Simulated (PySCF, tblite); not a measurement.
# C₄H₁₄OSi₃: geometry, infrared bands and NMR shifts

Wanted: the infrared bands and NMR shifts of C₄H₁₄OSi₃ (`C=C[SiH2]O[SiH2][SiH](C)C`), by calculation.

The runs use tblite 0.8.0 and PySCF 2.14.0, with density-fitted response routines of our own; the level of theory stands in each step. All values are computed, except where a source is named. Atoms count from 0, in the outputs and in this text.

## Step 1: The molecule as given

22 atoms, charge 0, multiplicity 1; geometry from: force field or distance geometry start.

Bonds of the start (Å): C0–C1 1.33, C1–Si2 1.85, Si2–O3 1.65, O3–Si4 1.66, Si4–Si5 2.33, Si5–C6 1.86, Si5–C7 1.86, C0–H8 1.09, C0–H9 1.09, C1–H10 1.08, Si2–H11 1.48, Si2–H12 1.50, Si4–H13 1.48, Si4–H14 1.47, Si5–H15 1.48, C6–H16 1.09, C6–H17 1.09, C6–H18 1.10, C7–H19 1.09, C7–H20 1.09, C7–H21 1.10.

## Step 2: Optimising the geometry with GFN2-xTB

The job: settings as JSON, then the geometry in Å.

```
{"job": {"kind": "relax", "xc": "GFN2-xTB", "basis": "xTB"}, "charge": 0, "multiplicity": 1}
C     -2.726300     1.443600    -0.639600
C     -2.838300     0.226700    -0.113700
Si    -2.335100    -0.272900     1.598000
O     -0.753800     0.072000     1.901000
Si     0.748300    -0.569700     1.627800
Si     1.286600    -0.479100    -0.640700
C      1.360400     1.299000    -1.169700
C      2.928300    -1.320300    -0.881700
H     -3.049800     1.627400    -1.659500
H     -2.342100     2.292700    -0.080900
H     -3.239400    -0.594500    -0.697300
H     -2.583200    -1.725600     1.763900
H     -3.191400     0.458600     2.583500
H      1.761600     0.203800     2.387200
H      0.782500    -1.969100     2.088100
H      0.246400    -1.192000    -1.413400
H      1.601900     1.379100    -2.227300
H      0.400200     1.793300    -1.005600
H      2.123900     1.851200    -0.604900
H      3.216800    -1.307500    -1.935100
H      3.714300    -0.828000    -0.312000
H      2.877900    -2.369400    -0.568900
```

The run is started by

```sh
$ OMP_NUM_THREADS=1 python probes_run.py task.json out
```

This one command runs all jobs of the session in turn.

**Question.** This job is followed by: GFN2-xTB harmonic vibrations, gas phase; GIAO PBE0/pcSseg-1 NMR shielding, non-relativistic, gas phase. What will the session give for the following? strongest single infrared mode (GFN2-xTB); zero-point energy (GFN2-xTB); 13C shifts against TMS (PBE0/pcSseg-1, means over atoms taken as alike); 1H shifts against TMS (PBE0/pcSseg-1, means over atoms taken as alike); 29Si shifts against TMS (PBE0/pcSseg-1); 17O shifts against H2O (PBE0/pcSseg-1).

**Answer**, as computed:

| quantity | value |
| --- | --- |
| strongest single infrared mode (GFN2-xTB) | 1086 cm⁻¹, 739 km/mol |
| zero-point energy (GFN2-xTB) | 100.5 kcal/mol |
| 13C shifts against TMS (PBE0/pcSseg-1, means over atoms taken as alike) | 146.9, 141.6, -5.3 ppm |
| 1H shifts against TMS (PBE0/pcSseg-1, means over atoms taken as alike) | 6.61, 6.44, 6.08, 5.63, 5.26, 4.50, 0.17 ppm |
| 29Si shifts against TMS (PBE0/pcSseg-1) | -26.5, -31.8, -50.1 ppm |
| 17O shifts against H2O (PBE0/pcSseg-1) | 6.1 ppm |

**Reading.** Relaxing lowered the energy by 0.353 eV in 239 steps; the close pair that moved most is Si5–C6, from 1.857 to 1.911 Å. All 60 modes are real, so the xTB geometry is a minimum. The strongest single mode, at 1086 cm⁻¹, moves mainly O3. Unscaled tight-binding wavenumbers are off by several per cent, some by more. Its intensities can rank the bands wrongly. C1 (alkene CH) lies farthest downfield among carbon, at 146.9 ppm; as expected for a trigonal carbon in a double bond. The most deshielded hydrogen is H10 (hydrogen on an alkene CH), at 6.61 ppm: olefinic region.
